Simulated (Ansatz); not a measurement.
# GaCl3 (gallium trichloride (monomer)) at PBE/aug-cc-pVDZ

What is the vertical ionisation energy of GaCl3 (gallium trichloride (monomer)) at PBE/aug-cc-pVDZ? 

Program for the calculation: Ansatz 0.2.0.

23 further runs of the same task are left out: 1 that didn't finish, 22 set aside as unsound or not needed.

### Step 1. The structure to begin with

GaCl3: 4 atoms, total charge 0, spin state singlet. As SMILES, `[Cl][Ga]([Cl])[Cl]`. The coordinates come from a PBE0-D4/def2-TZVP relaxation.

Bond lengths: Cl1–Ga2 2.112 Å, Ga2–Cl3 2.112 Å, Ga2–Cl4 2.112 Å. Angles: Cl1–Ga2–Cl3 120.0°, Cl1–Ga2–Cl4 120.0°, Cl3–Ga2–Cl4 120.0°.

### Step 2. A single-point energy at PBE/aug-cc-pVDZ

run.yaml

```yaml
crystal:
  periodic: [false, false, false]
  atoms:
    - {symbol: Cl, position_ang: [0.866700, 0.371400, 1.887500]}
    - {symbol: Ga, position_ang: [0.013800, -0.015100, -0.005100]}
    - {symbol: Cl, position_ang: [-0.090300, -1.995000, -0.731600]}
    - {symbol: Cl, position_ang: [-0.734700, 1.578300, -1.171100]}
basis:
  gaussian: {orbitals: aug-cc-pVDZ}
hamiltonian: {xc: {name: PBE}}
accuracy: high
output: {orbitals: {seedname: orbitals}}
```

On the command line:

```bash
$ ansatz run run.yaml --threads 1 --pin off --max-ram 3480MiB --events-out events.jsonl --progress --plain --runs-dir runs
```

The log of the run:

```text
Warning: RAYON_NUM_THREADS=1 ignored (pool sized by the plan → 1); use --threads N
Functional definition: PBE
  name "PBE"
  parameter kappa = 0.804
  parameter beta = 0.06672455060314922
  exchange = pbe_x(kappa = kappa, mu = beta*pi^2/3)
  correlation = pbe_c(beta = beta)
2315 factors; integrals over basis functions are off by at most 3.7e-9 eV
mean field evaluation 1: about -89924.9523 eV, gradient 2.7e1 eV
mean field evaluation 2: about -89923.1339 eV, gradient 3.7e1 eV
mean field evaluation 4: about -89926.7464 eV, gradient 7.8e-1 eV
mean field evaluation 8: about -89926.7510 eV, gradient 2.1e-3 eV
mean field evaluation 16: about -89926.7510 eV, gradient 1.2e-7 eV
mean field -89926.75098461 eV, -3304.7471441433 hartree, gradient 8.3e-9 eV, S^2 0.000000; 0 other end points of the search recorded, 0 dependent functions left out
reference -89926.75098897 eV, -3304.7471443037 hartree; 41, 41 occupied and 76, 76 virtual orbitals, 2315 factors
Total energy: -89926.75098897 eV, -3304.7471443037 hartree
```

Wall time 24 s (1 thread of Arm Neoverse N1, shared host); peak memory 0.35 GiB.

### Step 3. The doublet cation at the same level

job.yaml

```yaml
crystal:
  periodic: [false, false, false]
  atoms:
    - {symbol: Cl, position_ang: [0.866700, 0.371400, 1.887500]}
    - {symbol: Ga, position_ang: [0.013800, -0.015100, -0.005100]}
    - {symbol: Cl, position_ang: [-0.090300, -1.995000, -0.731600]}
    - {symbol: Cl, position_ang: [-0.734700, 1.578300, -1.171100]}
basis:
  gaussian: {orbitals: aug-cc-pVDZ}
total_charge: 1
magnetization: {spin_polarized: true, initial_magnetization: 1}
hamiltonian: {xc: pbe}
accuracy: high
output: {orbitals: {seedname: orbitals}}
```

On the command line:

```bash
$ ansatz run job.yaml --threads 1 --pin off --max-ram 3480MiB --events-out events.jsonl --progress --plain --runs-dir runs
```

The log of the run, shortened:

```text
Warning: RAYON_NUM_THREADS=1 ignored (pool sized by the plan → 1); use --threads N
[... 6 set-up lines as earlier in the session ...]
2316 factors; integrals over basis functions are off by at most 3.8e-9 eV
mean field evaluation 1: about -89913.1518 eV, gradient 2.3e1 eV
mean field evaluation 2: about -89912.1037 eV, gradient 2.7e1 eV
mean field evaluation 4: about -89915.2778 eV, gradient 7.5e0 eV
mean field evaluation 8: about -89915.8134 eV, gradient 2.1e-1 eV
mean field evaluation 16: about -89915.8167 eV, gradient 3.0e-4 eV
mean field evaluation 32: about -89915.4669 eV, gradient 4.7e0 eV
mean field evaluation 64: about -89915.6137 eV, gradient 5.1e-1 eV
mean field -89915.81673492 eV, -3304.3453178787 hartree, gradient 4.7e-8 eV, S^2 0.751459; 6 other end points of the search recorded, 0 dependent functions left out
reference -89915.81674162 eV, -3304.3453181249 hartree; 41, 40 occupied and 76, 77 virtual orbitals, 2316 factors
Total energy: -89915.81674162 eV, -3304.3453181249 hartree
```

It took 94 s on 1 thread of Arm Neoverse N1, shared host; peak memory 0.48 GiB.

### Step 4. Outcome

Level: PBE/aug-cc-pVDZ.

| quantity | value |
| --- | --- |
| singlet GaCl3: total energy | -3304.74714 Eh |
| singlet GaCl3: HOMO energy | -8.07 eV |
| singlet GaCl3: LUMO energy | -3.08 eV |
| singlet GaCl3: HOMO–LUMO gap | 5.00 eV |
| doublet cation: total energy | -3304.34532 Eh |
| doublet cation: HOMO energy (highest over α and β) | -14.09 eV |
| doublet cation: LUMO energy (lowest over α and β) | -13.82 eV |
| doublet cation: ⟨S²⟩ | 0.751 |
| vertical ionisation energy (to the doublet cation) | 10.934 eV |

In words: The vertical ionisation energy comes to 10.93 eV (252 kcal/mol). −ε(HOMO) before ionisation, 8.07 eV, is 2.86 eV below this ionisation energy.
